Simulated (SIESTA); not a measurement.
Runs of SIESTA 5.4.2 on HfIn4SiO6. The structure is trigonal, space group P312 (No. 149). The conventional cell has a = 5.277 Å, b = 5.277 Å, c = 10.559 Å, α = 90.00°, β = 90.00°, γ = 120.00°. Hf (site symmetry 32) has 6 O at 2.10 Å as nearest neighbours. In (site symmetry 3) is surrounded by 3 O at 2.62 Å. In (site symmetry 3) has 3 O at 2.32 Å as nearest neighbours. Si (site symmetry 32) has 6 O at 1.83 Å as nearest neighbours. O (site symmetry 1) is surrounded by 1 Si at 1.83 Å and 1 Hf at 2.10 Å. The cell was built by a generator and needn't be a form met in nature.

| task | level | U | cell | hubbard projector method | U from the first cycle | broadening (eV) | window from (eV) | window to (eV) | gap on the mesh (eV) | pressure (GPa) | largest force (eV/Å) |
| --- | --- | --- | --- | --- | --- | --- | --- | --- | --- | --- | --- |
| density of states | PBE+U | Hf d U = 4 eV | as given | 1 | yes | 0.2 eV | -15 eV | 5 eV | none | 2.3 | 0.50 |
| relaxation of cell and atoms | PBE | - | relaxed | - | - | - | - | - | 0.15 | 0.0 | 0.02 |
| band structure | PBE | - | relaxed by the run before | - | - | - | - | - | 0.15 | 0.0 | 0.02 |
| density of states | PBE+U | Hf d U = 6 eV | as given | 1 | yes | 0.2 eV | -15 eV | 5 eV | none | 3.0 | (a) |
| atomic charges | PBE | - | relaxed by the run before | - | - | - | - | - | 0.15 | 0.0 | 0.02 |

Alike in all rows: potentials or basis PseudoDojo 0.4 standard (PBE files), DZP (energy shift 0.003 Ry; two zetas on semicore shells); no spin polarisation; k mesh 6 × 6 × 3; smearing fermi-dirac 0.05 eV; grid cutoff 800 Ry; energy shift 0.003 Ry.

**Question.** Estimate the missing entries.

**Answer.** (a) 0.72.

Caveats: short orbitals over semicore shells can move pressures by several GPa; the basis of atomic orbitals isn't converged, which shifts pressures, moduli and gaps; spin-orbit coupling is left out, which moves the levels of the heavy elements (some runs); U without spin polarisation on a metal has little footing (some runs); an odd mesh through Γ misses points on the zone boundary, where band edges often lie (some runs).

A k mesh can miss the band edges, and the runs leave out spin-orbit coupling on Hf, In.

A gap of «none» marks a metal or a gap under the smearing width.
